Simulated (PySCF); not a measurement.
**PBr (triplet) at other levels of theory**

Aim: see what other levels and later steps give for PBr (triplet).

Program: PySCF 2.14.0. Level of theory: method and basis as typed in the scripts. These are calculated values, not measurements.

2 further runs of the same task are left out: 2 that didn't finish.

## Step 1: Starting geometry

PBr (triplet): 2 atoms, charge 0, spin multiplicity 3.

Bond lengths: P1–Br2 2.180 Å.

## Step 2: The base run

input.py

```python
from pyscf import gto, scf, mp

mol = gto.M(
    atom='P 0 0 0; Br 0 0 2.18',
    basis='x2c-svpall',
    charge=0,
    spin=2,
    verbose=3,
)
mf = scf.UHF(mol)
mf = mf.sfx2c1e()
mf.kernel()
mp.MP2(mf, frozen=14).kernel()
mf.dip_moment()
print('orbital energies (hartree):', [e[max(0, n-3):n+3].round(4) for e, n in zip(mf.mo_energy, mol.nelec)])
```

On the command line:

```sh
$ OMP_NUM_THREADS=1 python input.py
```

Standard output:

```text
WARN: HOMO -0.140038852425065 >= LUMO -0.140038852439761

converged SCF energy = -2945.4241787771  <S^2> = 2.0224862  2S+1 = 3.0149536
E(UMP2) = -2945.73115756004  E_corr = -0.306978782934992
E(SCS-UMP2) = -2945.71004169741  E_corr = -0.285862920310025
Dipole moment(X, Y, Z, Debye): -0.00000,  0.00000, -0.95762
orbital energies (hartree): [array([-0.48  , -0.3618, -0.3618,  0.0985,  0.354 ,  0.546 ]), array([-0.4461, -0.4342, -0.4342,  0.0475,  0.0475,  0.1342])]
```

Wall time 2.1 s (1 thread of Arm Neoverse N1, shared host); peak memory 0.13 GiB.

Base result: E(SCF) = -2945.424179 Eh, E(MP2) − E(SCF) = -0.30698 Eh, ⟨S²⟩ = 2.022, μ = 0.96 D (of the SCF density).

The bond length is a typed value, not an optimised one. The triplet is typed in the script; nothing here shows that it is the ground state.

## Step 3: Population analysis

Edit 1 changes step after the SCF: mp2 → analyze.

input.py

```python
from pyscf import gto, scf

mol = gto.M(
    atom='P 0 0 0; Br 0 0 2.18',
    basis='x2c-svpall',
    charge=0,
    spin=2,
    verbose=3,
)
mf = scf.UHF(mol)
mf = mf.sfx2c1e()
mf.kernel()
mf.analyze()
print('orbital energies (hartree):', [e[max(0, n-3):n+3].round(4) for e, n in zip(mf.mo_energy, mol.nelec)])
```

On the command line:

```sh
$ OMP_NUM_THREADS=1 python input.py
```

Standard output:

```text
converged SCF energy = -2945.4241787771  <S^2> = 2.0224862  2S+1 = 3.0149536
**** MO energy ****
                             alpha | beta                alpha | beta
MO #1   energy= -498.097775493933  | -498.097130328194  occ= 1 | 1
MO #2   energy= -80.1938075101603  | -80.1799671471045  occ= 1 | 1
MO #3   energy= -67.0446399025122  | -67.044240033363   occ= 1 | 1
MO #4   energy= -58.9585896505905  | -58.958761785845   occ= 1 | 1
MO #5   energy= -58.9580095213668  | -58.9568657116224  occ= 1 | 1
MO #6   energy= -58.9580095213587  | -58.9568657116145  occ= 1 | 1
MO #7   energy= -10.167320071908   | -10.1660529001017  occ= 1 | 1
MO #8   energy= -7.58541904814895  | -7.56955327445841  occ= 1 | 1
MO #9   energy= -7.52785122774258  | -7.52843558000267  occ= 1 | 1
MO #10  energy= -7.5217220576956   | -7.51904430550552  occ= 1 | 1
MO #11  energy= -7.52172205767673  | -7.51904430548641  occ= 1 | 1
MO #12  energy= -5.45252005241706  | -5.43231296550633  occ= 1 | 1
MO #13  energy= -5.45252005240549  | -5.41619708330477  occ= 1 | 1
MO #14  energy= -5.43921277602098  | -5.41619708329249  occ= 1 | 1
MO #15  energy= -3.1351399832995   | -3.13488771629549  occ= 1 | 1
MO #16  energy= -3.13205601716769  | -3.13135395248586  occ= 1 | 1
MO #17  energy= -3.13205601716629  | -3.13135395248464  occ= 1 | 1
MO #18  energy= -3.12421760777884  | -3.122748936863    occ= 1 | 1
MO #19  energy= -3.1242176077572   | -3.12274893684136  occ= 1 | 1
MO #20  energy= -1.07395778827183  | -1.05264913561362  occ= 1 | 1
MO #21  energy= -0.814176640106586 | -0.666355888560096 occ= 1 | 1
MO #22  energy= -0.485211902247152 | -0.446087001112723 occ= 1 | 1
MO #23  energy= -0.485211902233109 | -0.434235542383202 occ= 1 | 1
MO #24  energy= -0.480022949055371 | -0.434235542370807 occ= 1 | 1
MO #25  energy= -0.361769701136411 | 0.0475076437345973 occ= 1 | 0
MO #26  energy= -0.361769701122386 | 0.0475076437468528 occ= 1 | 0
MO #27  energy= 0.098519648377227  | 0.134229562021801  occ= 0 | 0
MO #28  energy= 0.353994506387716  | 0.386280121500717  occ= 0 | 0
MO #29  energy= 0.545964564520013  | 0.56274026952278   occ= 0 | 0
MO #30  energy= 0.566759168010588  | 0.589527470136895  occ= 0 | 0
MO #31  energy= 0.57444032552786   | 0.620558117651895  occ= 0 | 0
MO #32  energy= 0.57444032553749   | 0.620558117658722  occ= 0 | 0
MO #33  energy= 0.666955596344416  | 0.728899203146068  occ= 0 | 0
MO #34  energy= 0.666955596354327  | 0.728899203160246  occ= 0 | 0
MO #35  energy= 0.700430150377094  | 0.794652944577071  occ= 0 | 0
MO #36  energy= 0.700430150416282  | 0.794652944617026  occ= 0 | 0
MO #37  energy= 0.755404213284312  | 0.836537894455583  occ= 0 | 0
MO #38  energy= 0.75540421328781   | 0.836537894470416  occ= 0 | 0
MO #39  energy= 0.820885892288936  | 0.842569657742735  occ= 0 | 0
MO #40  energy= 0.820885892303804  | 0.856238470887899  occ= 0 | 0
MO #41  energy= 0.832027047918225  | 0.856238470890986  occ= 0 | 0
MO #42  energy= 1.00249113764309   | 1.03758477428514   occ= 0 | 0
MO #43  energy= 1.00249113764754   | 1.0381384951424    occ= 0 | 0
MO #44  energy= 1.01797842816662   | 1.03813849514861   occ= 0 | 0
MO #45  energy= 1.35852196789043   | 1.37421448816715   occ= 0 | 0
MO #46  energy= 3.88884040471924   | 3.89343569139256   occ= 0 | 0
MO #47  energy= 3.88884040472674   | 3.89343569140011   occ= 0 | 0
MO #48  energy= 3.92757279888272   | 3.92996322437903   occ= 0 | 0
MO #49  energy= 3.92757279889032   | 3.92996322438651   occ= 0 | 0
MO #50  energy= 4.1258202221437    | 4.12723233104605   occ= 0 | 0

To work with the spin densities directly, `use mulliken_meta_spin()` only printing them here.

 ** Mulliken spin pop alpha/beta on meta-lowdin orthogonal AOs **
 ** Mulliken Spin Density (per atom)  **
spin density of  0 P =      1.91631
spin density of  1 Br =      0.08369
 ** Mulliken pop alpha/beta on meta-lowdin orthogonal AOs **
 ** Mulliken atomic charges   ( Nelec_alpha | Nelec_beta ) **
charge of  0P =      0.17447  (     8.37092      6.45461 )
charge of  1Br =     -0.17447  (    17.62908     17.54539 )
Dipole moment(X, Y, Z, Debye): -0.00000,  0.00000, -0.95762
orbital energies (hartree): [array([-0.48  , -0.3618, -0.3618,  0.0985,  0.354 ,  0.546 ]), array([-0.4461, -0.4342, -0.4342,  0.0475,  0.0475,  0.1342])]
```

Run time: 2 s. Hardware: 1 thread of Arm Neoverse N1, shared host.

Outcome: E(SCF) = -2945.424179 Eh (no change), ⟨S²⟩ = 2.022, μ = 0.96 D.

## Step 4: SCF alone

Edit 2 changes step after the SCF: mp2 → none.

input.py, as its differences from that of step 2:

```diff
@@ -1,2 +1,2 @@
-from pyscf import gto, scf, mp
+from pyscf import gto, scf
 
@@ -12,3 +12,2 @@
 mf.kernel()
-mp.MP2(mf, frozen=14).kernel()
 mf.dip_moment()
```

On the command line:

```sh
$ OMP_NUM_THREADS=1 python input.py
```

Standard output:

```text
WARN: HOMO -0.140038852425065 >= LUMO -0.140038852439761

converged SCF energy = -2945.4241787771  <S^2> = 2.0224862  2S+1 = 3.0149536
Dipole moment(X, Y, Z, Debye): -0.00000,  0.00000, -0.95762
orbital energies (hartree): [array([-0.48  , -0.3618, -0.3618,  0.0985,  0.354 ,  0.546 ]), array([-0.4461, -0.4342, -0.4342,  0.0475,  0.0475,  0.1342])]
```

It took 1.7 s on 1 thread of Arm Neoverse N1, shared host.

This run: E(SCF) = -2945.424179 Eh (no change), ⟨S²⟩ = 2.022, μ = 0.96 D.

## Step 5: R2scan (UKS)

Edit 3 changes functional: none (Hartree–Fock) → r2scan; SCF type: UHF → UKS; step after the SCF: mp2 → analyze.

input.py

```python
from pyscf import gto, dft

mol = gto.M(
    atom='P 0 0 0; Br 0 0 2.18',
    basis='x2c-svpall',
    charge=0,
    spin=2,
    verbose=3,
)
mf = dft.UKS(mol, xc='r2scan')
mf = mf.sfx2c1e()
mf.kernel()
mf.analyze()
print('orbital energies (hartree):', [e[max(0, n-3):n+3].round(4) for e, n in zip(mf.mo_energy, mol.nelec)])
```

On the command line:

```sh
$ OMP_NUM_THREADS=1 python input.py
```

Standard output:

```text
converged SCF energy = -2947.80595518521  <S^2> = 2.0082151  2S+1 = 3.0054717
**** MO energy ****
                             alpha | beta                alpha | beta
MO #1   energy= -490.040003592361  | -490.039180466513  occ= 1 | 1
MO #2   energy= -76.993462479123   | -76.9845362093768  occ= 1 | 1
MO #3   energy= -64.1268818970173  | -64.1267238200976  occ= 1 | 1
MO #4   energy= -56.5016108334396  | -56.5014897915928  occ= 1 | 1
MO #5   energy= -56.4994963957818  | -56.4986480958965  occ= 1 | 1
MO #6   energy= -56.4994963957738  | -56.4986480958885  occ= 1 | 1
MO #7   energy= -8.95693867627612  | -8.95616887045492  occ= 1 | 1
MO #8   energy= -6.55494408609988  | -6.549147096778    occ= 1 | 1
MO #9   energy= -6.52303651522796  | -6.52266120547057  occ= 1 | 1
MO #10  energy= -6.51310851344628  | -6.51188967423654  occ= 1 | 1
MO #11  energy= -6.51310851342673  | -6.51188967421698  occ= 1 | 1
MO #12  energy= -4.66950353812988  | -4.66425201598971  occ= 1 | 1
MO #13  energy= -4.66950353811821  | -4.6558661760915   occ= 1 | 1
MO #14  energy= -4.66918090847235  | -4.65586617607956  occ= 1 | 1
MO #15  energy= -2.4959414238583   | -2.49522215250507  occ= 1 | 1
MO #16  energy= -2.49318367906589  | -2.49211180846674  occ= 1 | 1
MO #17  energy= -2.49318367906445  | -2.49211180846539  occ= 1 | 1
MO #18  energy= -2.48583763284318  | -2.48394548671295  occ= 1 | 1
MO #19  energy= -2.48583522480283  | -2.4839431607618   occ= 1 | 1
MO #20  energy= -0.799991476606065 | -0.790208864821977 occ= 1 | 1
MO #21  energy= -0.568682937294548 | -0.505706596742348 occ= 1 | 1
MO #22  energy= -0.351828527663975 | -0.327358860831925 occ= 1 | 1
MO #23  energy= -0.325508984447614 | -0.304085601069581 occ= 1 | 1
MO #24  energy= -0.325508984433045 | -0.304085601055796 occ= 1 | 1
MO #25  energy= -0.217882166813439 | -0.127553920681079 occ= 1 | 0
MO #26  energy= -0.217882166798471 | -0.127553920666702 occ= 1 | 0
MO #27  energy= -0.0686462039747879 | -0.0379782199792009 occ= 0 | 0
MO #28  energy= 0.199823190822504  | 0.241848250541305  occ= 0 | 0
MO #29  energy= 0.353467803249443  | 0.383872952841086  occ= 0 | 0
MO #30  energy= 0.357727586370194  | 0.389434282385302  occ= 0 | 0
MO #31  energy= 0.357727586380448  | 0.389434282392981  occ= 0 | 0
MO #32  energy= 0.367720678929429  | 0.391642589746323  occ= 0 | 0
MO #33  energy= 0.447715207456848  | 0.495932362312747  occ= 0 | 0
MO #34  energy= 0.447734343773037  | 0.495936465526157  occ= 0 | 0
MO #35  energy= 0.509885429965698  | 0.596441699408899  occ= 0 | 0
MO #36  energy= 0.509885430003522  | 0.596441699447841  occ= 0 | 0
MO #37  energy= 0.520555258788013  | 0.605998810065602  occ= 0 | 0
MO #38  energy= 0.520560897982951  | 0.60599881007813   occ= 0 | 0
MO #39  energy= 0.583829851621634  | 0.612877367124287  occ= 0 | 0
MO #40  energy= 0.583829851633434  | 0.612895152658555  occ= 0 | 0
MO #41  energy= 0.607844473967424  | 0.624349200216162  occ= 0 | 0
MO #42  energy= 0.754632551272634  | 0.788950810156274  occ= 0 | 0
MO #43  energy= 0.754632551277364  | 0.801603389693782  occ= 0 | 0
MO #44  energy= 0.771312894866394  | 0.801603389700074  occ= 0 | 0
MO #45  energy= 1.10755708484842   | 1.13304239675274   occ= 0 | 0
MO #46  energy= 3.40726240621189   | 3.41691187191583   occ= 0 | 0
MO #47  energy= 3.40727171134829   | 3.41691969066971   occ= 0 | 0
MO #48  energy= 3.45221363530953   | 3.45919220697346   occ= 0 | 0
MO #49  energy= 3.45221363531782   | 3.45919220698126   occ= 0 | 0
MO #50  energy= 3.65944490671038   | 3.66721998492098   occ= 0 | 0

To work with the spin densities directly, `use mulliken_meta_spin()` only printing them here.

 ** Mulliken spin pop alpha/beta on meta-lowdin orthogonal AOs **
 ** Mulliken Spin Density (per atom)  **
spin density of  0 P =      1.81048
spin density of  1 Br =      0.18952
 ** Mulliken pop alpha/beta on meta-lowdin orthogonal AOs **
 ** Mulliken atomic charges   ( Nelec_alpha | Nelec_beta ) **
charge of  0P =      0.07870  (     8.36589      6.55541 )
charge of  1Br =     -0.07870  (    17.63411     17.44459 )
Dipole moment(X, Y, Z, Debye): -0.00000,  0.00000, -0.26777
orbital energies (hartree): [array([-0.3255, -0.2179, -0.2179, -0.0686,  0.1998,  0.3535]), array([-0.3274, -0.3041, -0.3041, -0.1276, -0.1276, -0.038 ])]
```

It took 8.2 s on 1 thread of Arm Neoverse N1, shared host; peak memory 0.22 GiB.

This run: E(SCF) = -2947.805955 Eh, ⟨S²⟩ = 2.008, μ = 0.27 D.

## Step 6: RHF

Edit 4 changes SCF type: UHF → RHF.

input.py

```python
from pyscf import gto, scf, mp

mol = gto.M(
    atom='P 0 0 0; Br 0 0 2.18',
    basis='x2c-svpall',
    charge=0,
    spin=2,
    verbose=3,
)
mf = scf.RHF(mol)
mf = mf.sfx2c1e()
mf.kernel()
mp.MP2(mf, frozen=14).kernel()
mf.dip_moment()
print('orbital energies (hartree):', mf.mo_energy[..., max(0, mol.nelec[1]-3):mol.nelec[0]+3].round(4))
```

On the command line:

```sh
$ OMP_NUM_THREADS=1 python input.py
```

Standard output:

```text
converged SCF energy = -2945.4180879226

WARN: RMP2 method does not support ROHF method. ROHF object is converted to UHF object and UMP2 method is called.

E(UMP2) = -2945.72807405775  E_corr = -0.309986135151649
E(SCS-UMP2) = -2945.70731943057  E_corr = -0.289231507977323
Dipole moment(X, Y, Z, Debye): -0.00000,  0.00000, -0.98066
orbital energies (hartree): [-0.4651 -0.4486 -0.4486 -0.1624 -0.1624  0.1141  0.3699  0.5551]
```

Wall time 1.9 s (1 thread of Arm Neoverse N1, shared host).

Outcome: E(SCF) = -2945.418088 Eh (+0.1657 eV from the base), E(MP2) − E(SCF) = -0.30999 Eh, μ = 0.98 D (of the SCF density).

On these ROHF orbitals the MP2 class gives a UMP2 expression without the singles term, not ROMP2.

## Step 7: All runs together

```csv
run,E(SCF) (hartree),from base (eV),"gap, α spin (eV)",SCF dipole (D),after the SCF
base,-2945.424179,0,12.53,0.96,"MP2 correlation -8.353 eV, core frozen"
population analysis,-2945.424179,0.0000,12.53,0.96,n/a
SCF alone,-2945.424179,0.0000,12.53,0.96,n/a
r2scan (UKS),-2947.805955,not comparable,4.06,0.27,n/a
RHF,-2945.418088,+0.1657,n/a,0.98,"MP2 correlation -8.435 eV, core frozen"
```

Wall time on 1 thread of Arm Neoverse N1, shared host, start-up included: base 2.1 s; population analysis 2 s; SCF alone 1.7 s; r2scan (UKS) 8.2 s; RHF 1.9 s.

Total energies of different functionals can't be compared with each other; differences within one functional can. The dearest run is “r2scan (UKS)”, at 8.2 s against 2.1 s.
